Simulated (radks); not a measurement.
**Exchange and kinetic functionals tested on atomic densities: As²⁶⁺, As³⁺, Os³⁺, Ba, Sb³⁺, Li⁺**

An exercise on one series of results from a longer session: the logs are not shown, and one member is left open.

Program: radks (a radial shooting solver on a logarithmic mesh, Libxc functionals) version 1. Level of theory: non-relativistic Kohn-Sham, PBE, spin-polarised, spherical densities, point nucleus; open shells are filled with parallel spins first. These are calculated values, not measurements, unless marked.

### Starting point

```
species : As²⁶⁺ ([He] 2s2 2p3), As³⁺ ([Ar] 3d10 4s2), Os³⁺ ([Xe] 4f14 5d5), Ba ([Xe] 6s2), Sb³⁺ ([Kr] 4d10 5s2), Li⁺ ([He])
```

The first run:

The run's settings:

```text
Z 33
configuration [He] 2s2 2p3
relativity non-relativistic
functional pbe,pbe
spin polarised
nucleus point
```

Among the steps run: As²⁶⁺, [He] 2s2 2p3.

One table of the session follows, with a row left open; its other results are not shown here.

It belongs to the step «As²⁶⁺, [He] 2s2 2p3». Radial moments (bohr):

```
  level      <r>  outermost maximum (interpolated)  90 % within
  1s up  0.04628                            0.0306       0.0823
1s down        ?                                 ?            ?
  2s up   0.1958                             0.168        0.300
2s down   0.1970                             0.169        0.301
  2p up   0.1672                             0.132        0.269
2p down   0.1684                             0.133        0.272
```

**Question.** Estimate the row for 1s down.

**Answer.** <r>: 0.04621; outermost maximum (interpolated): 0.0306; 90 % within: 0.0822. In the column «<r>» it is the lowest.
